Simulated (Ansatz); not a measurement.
# CH₃Se radical: single points off equilibrium

The atoms stand at a structure displaced at random from a GFN2-xTB minimum. How far do the functionals agree with CCSD(T) there?

Program: Ansatz 0.2.0, Gaussian basis. Level of theory: single points in def2-TZVPP. These are calculated values, not measurements.

Cores are frozen in the correlated methods. Filled d shells of the heavier atoms are correlated. Orbitals are unrestricted. B3LYP uses VWN-RPA correlation.

### 1 The starting structure

SMILES `[CH2][SeH]`, 5 atoms, charge 0, spin multiplicity 2.

Atoms are counted from 1 here; the program's logs count them from 0.

Bond lengths: C1–Se2 1.828 Å, C1–H3 1.185 Å, C1–H4 1.292 Å, Se2–H5 1.177 Å. Angles: Se2–C1–H3 115.3°, Se2–C1–H4 122.7°, H3–C1–H4 117.8°, C1–Se2–H5 105.1°.

As a file:

```xyz
5
CH3Se
C    -0.3088   -0.4306    0.1676
Se    0.9050    0.9361    0.1762
H    -0.2238   -1.1903    1.0737
H    -0.8872   -0.8430   -0.9112
H     0.5041    1.7078   -0.6168
```

### 2 CCSD(T)/def2-TZVPP

Input file run/in.yaml:

```yaml
crystal:
  periodic: [false, false, false]
  atoms:
    - {symbol: C, position_ang: [-0.308800, -0.430600, 0.167600]}
    - {symbol: Se, position_ang: [0.905000, 0.936100, 0.176200]}
    - {symbol: H, position_ang: [-0.223800, -1.190300, 1.073700]}
    - {symbol: H, position_ang: [-0.887200, -0.843000, -0.911200]}
    - {symbol: H, position_ang: [0.504100, 1.707800, -0.616800]}
basis:
  gaussian: {orbitals: def2-TZVPP}
magnetization: {spin_polarized: true, initial_magnetization: 1}
correlation: {method: ccsd_t}
scf: {omitted_lower_state_checks: [cluster_reference]}
output: {forces: true}
```

The command line of these runs was not kept.

### 3 PBE0-D4/def2-TZVPP

run/in.yaml, as its differences from that of step 2:

```diff
@@ -11,4 +11,3 @@
 magnetization: {spin_polarized: true, initial_magnetization: 1}
-correlation: {method: ccsd_t}
-scf: {omitted_lower_state_checks: [cluster_reference]}
-output: {forces: true}
+hamiltonian: {xc: pbe0, dispersion: d4}
+output: {forces: true, orbitals: {seedname: orbitals}}
```

### 4 wB97M-V/def2-TZVPP

run/in.yaml, as its differences from that of step 3:

```diff
@@ -11,3 +11,3 @@
 magnetization: {spin_polarized: true, initial_magnetization: 1}
-hamiltonian: {xc: pbe0, dispersion: d4}
-output: {forces: true, orbitals: {seedname: orbitals}}
+hamiltonian: {xc: {name: wB97M-V}}
+output: {forces: true}
```

### 5 r2SCAN-D4/def2-TZVPP

run/in.yaml, as its differences from that of step 4:

```diff
@@ -11,3 +11,3 @@
 magnetization: {spin_polarized: true, initial_magnetization: 1}
-hamiltonian: {xc: {name: wB97M-V}}
+hamiltonian: {xc: r2scan, dispersion: d4}
 output: {forces: true}
```

### 6 PBE-D4/def2-TZVPP

run/in.yaml, as its differences from that of step 5:

```diff
@@ -11,3 +11,3 @@
 magnetization: {spin_polarized: true, initial_magnetization: 1}
-hamiltonian: {xc: r2scan, dispersion: d4}
+hamiltonian: {xc: pbe, dispersion: d4}
 output: {forces: true}
```

### 7 B3LYP-D4/def2-TZVPP

run/in.yaml, as its differences from that of step 6:

```diff
@@ -11,3 +11,3 @@
 magnetization: {spin_polarized: true, initial_magnetization: 1}
-hamiltonian: {xc: pbe, dispersion: d4}
+hamiltonian: {xc: {name: B3LYP}, dispersion: d4}
 output: {forces: true}
```

### 8 r2SCANh-D4/def2-TZVPP

run/in.yaml, as its differences from that of step 7:

```diff
@@ -11,3 +11,3 @@
 magnetization: {spin_polarized: true, initial_magnetization: 1}
-hamiltonian: {xc: {name: B3LYP}, dispersion: d4}
+hamiltonian: {xc: {name: r2SCANh}, dispersion: d4}
 output: {forces: true}
```

(Steps that only read results are left out.)

What does the calculation give? Wanted: energy less free atoms, CCSD(T)/def2-TZVPP; RMS force component; RMS force error; HOMO and LUMO, PBE0-D4; T1 diagnostic.

The runs gave:

| quantity | value |
| --- | --- |
| energy less free atoms, CCSD(T)/def2-TZVPP | -291.5 kcal/mol |
| RMS force component | 5.210 to 5.302 eV/Å over the methods |
| RMS force error | PBE0-D4 0.117, wB97M-V 0.085, r2SCAN-D4 0.048, PBE-D4 0.180, B3LYP-D4 0.057, r2SCANh-D4 0.053 eV/Å |
| HOMO and LUMO, PBE0-D4 | -5.59 and -1.63 eV |
| T1 diagnostic | 0.017 |

What this shows: Against CCSD(T) the functionals' energies less atoms differ by -17.0 to -6.2 kcal/mol, PBE-D4 by -17.0 kcal/mol. The reference is not at the basis limit: in triple zeta CCSD(T) underbinds, which counts against methods that bind more; the gaps are no ranking. On forces the order runs from r2SCAN-D4 to PBE-D4. Frozen-core CCSD(T) forces in triple zeta carry basis errors of their own, and this is one geometry, so small gaps rank nothing.
